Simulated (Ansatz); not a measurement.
# VCl+ (quartet): from Hartree-Fock to the top rungs, def2-SVP

How much of the correlation energy of VCl+ (quartet) does each wave-function method recover here?

Computed with Ansatz 0.2.0, Gaussian basis. Level: def2-SVP, core rule «outside noble gas», up to 14 orbitals frozen.

To be run: UHF; CCSD(T) on ROHF; CCSD(T) on UHF; CISD; CCSDT(Q) on ROHF; CCSDT(Q) on UHF; CCSDTQ on ROHF.

11 further runs of the same task are left out: 7 for a known fault of the program, 1 that didn't finish, 3 set aside as unsound or not needed.

## Step 1: The system

The geometry is a PBE0/def2-TZVP stationary point (not a proven minimum).

2 atoms, charge 1, spin multiplicity 4.

Atoms are counted from 1 here; the program's logs count them from 0.

Bond lengths: V1–Cl2 2.124 Å.

## Step 2: UHF

Input file in.yaml:

```yaml
crystal:
  periodic: [false, false, false]
  atoms:
    - {symbol: V, position_ang: [0.000000, 0.000000, 0.000000]}
    - {symbol: Cl, position_ang: [0.000000, 0.000000, 2.124000]}
basis:
  gaussian: {orbitals: def2-SVP}
total_charge: 1
magnetization: {spin_polarized: true, initial_magnetization: 3}
hamiltonian: {xc: hf}
output: {orbitals: {seedname: orbitals}}
```

Launch:

```sh
$ ansatz run in.yaml --threads 1 --pin off --events-out ev --progress --plain --max-ram 4096MiB --backend cpu
```

Further steps of the session: CCSD(T) on ROHF; CCSD(T) on UHF; CISD; CCSDT(Q) on ROHF; CCSDT(Q) on UHF; CCSDTQ on ROHF.

**Question.** What will the summary of the whole plan be? Wanted: RCCSDTQ below the RHF energy; RMP2 from RCCSDTQ; UMP2 from RCCSDTQ; RCCSD from RCCSDTQ; RCCSD(T) from RCCSDTQ; UCCSD(T) from RCCSDTQ; RCCSDT(Q) from RCCSDTQ; UCCSDT(Q) from RCCSDTQ; T1 diagnostic.

**Answer**, as computed:

| quantity | value |
| --- | --- |
| RCCSDTQ below the RHF energy | -5.4875 eV |
| RMP2 from RCCSDTQ | +22.18 kcal/mol |
| UMP2 from RCCSDTQ | +19.83 kcal/mol |
| RCCSD from RCCSDTQ | +6.38 kcal/mol |
| RCCSD(T) from RCCSDTQ | +1.61 kcal/mol |
| UCCSD(T) from RCCSDTQ | +0.45 kcal/mol |
| RCCSDT(Q) from RCCSDTQ | +0.10 kcal/mol |
| UCCSDT(Q) from RCCSDTQ | -1.36 kcal/mol |
| levels within 1 kcal/mol (43 meV) | UCCSD(T), RCCSDT, UCCSDT, RCCSDT(Q) |
| T1 diagnostic | 0.041 |

RCCSD(T) misses by +1.61 kcal/mol, 1.3 % of the correlation energy. CCSD(T) misses by +1.61 kcal/mol on the restricted determinant and by +0.45 kcal/mol on the unrestricted one; the two need not hold the same state or core. Coupled cluster took another determinant than the lowest Hartree-Fock one. These misses are within one basis, not against nature; the frozen cores of restricted and unrestricted runs differ, which can shift their rows.
